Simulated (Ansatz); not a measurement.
# GaP2H (quintet): the correlation ladder, cc-pVDZ

One table from this session's results is given with a row withheld; the runs are named, their logs left out.

Program: Ansatz 0.2.0, Gaussian basis. Level of theory: cc-pVDZ, core rule «outside noble gas», up to 24 orbitals frozen. These are calculated values, not measurements.

The runs, in order: UHF; CCSD(T) on ROHF; CCSD(T) on UHF; BCCD(T) on ROHF; CISD; CCSDT(Q) on ROHF; CCSDT(Q) on UHF; CASSCF and MRCISD+Q, 10 electrons in 11 orbitals; CASSCF and NEVPT2, 10 electrons in 11 orbitals.

22 further runs of the same task are left out: 6 for a known fault of the program, 4 that didn't finish, 12 set aside as unsound or not needed.

## The system

The geometry is a PBE0/def2-TZVP stationary point (not a proven minimum) of the parent state, kept for this charge and spin. No spin-orbit coupling is included. The filled d shell of Ga may be among the frozen orbitals whatever the setting's name suggests; the logs give the count.

4 atoms, charge 0, spin multiplicity 5.

Atoms are counted from 1 here; the program's logs count them from 0.

Bond lengths: Ga1–P2 2.309 Å, P2–P3 2.097 Å, P3–H4 1.426 Å. Angles: Ga1–P2–P3 102.4°, P2–P3–H4 91.5°.

Set-up of the first run:

in.yaml

```yaml
crystal:
  periodic: [false, false, false]
  atoms:
    - {symbol: Ga, position_ang: [0.000000, -0.177541, 1.298000]}
    - {symbol: P, position_ang: [0.000000, 0.970946, -0.705002]}
    - {symbol: P, position_ang: [0.000000, -0.582598, -2.112914]}
    - {symbol: H, position_ang: [0.000000, 0.347362, -3.193620]}
basis:
  gaussian: {orbitals: cc-pVDZ}
magnetization: {spin_polarized: true, initial_magnetization: 4}
hamiltonian: {xc: hf}
output: {orbitals: {seedname: orbitals}}
```

Launch:

```
$ ansatz run in.yaml --threads 1 --pin off --events-out ev --progress --plain --max-ram 2393MiB
```

Among the steps run: UHF; CCSD(T) on ROHF; CCSD(T) on UHF; BCCD(T) on ROHF; CISD; CCSDT(Q) on ROHF; CCSDT(Q) on UHF; CASSCF and MRCISD+Q, 10 electrons in 11 orbitals; CASSCF and NEVPT2, 10 electrons in 11 orbitals.

One table of the session follows, with a row left open; its other results are not shown here.

| method | from UCCSDT(Q) (kcal/mol) |
| --- | --- |
| ROHF | +178.86 |
| UHF | +171.28 |
| RMP2 | +35.42 |
| UMP2 | +36.12 |
| RCCSD | +8.29 |
| UCCSD | +7.72 |
| RCCSD(T) | +1.87 |
| UCCSD(T) | +1.66 |
| BCCD(T) | +1.83 |
| RCCSDT | +0.75 |
| UCCSDT | +0.48 |
| RCCSDT(Q) | +0.25 |
| UCCSDT(Q) | 0 |
| CASSCF valence | +145.54 |
| NEVPT2 valence | +32.12 |
| MRCISD valence | +18.17 |
| MRCISD+Q valence | ? |

Q: Estimate the row for MRCISD+Q valence from the others.

As computed: from UCCSDT(Q) (kcal/mol): +2.71. In the column «from UCCSDT(Q) (kcal/mol)» it lies between RCCSD(T) (+1.87) and UCCSD (+7.72).

Not comparable, so not listed: CISD (they don't share determinant, frozen orbitals or solution with the rows shown, or repeat one).

Caveats from the session: Restricted and unrestricted rows rest on different reference determinants; where their highest levels disagree by more than a few hundredths of an eV, they describe different states and don't form one ladder.
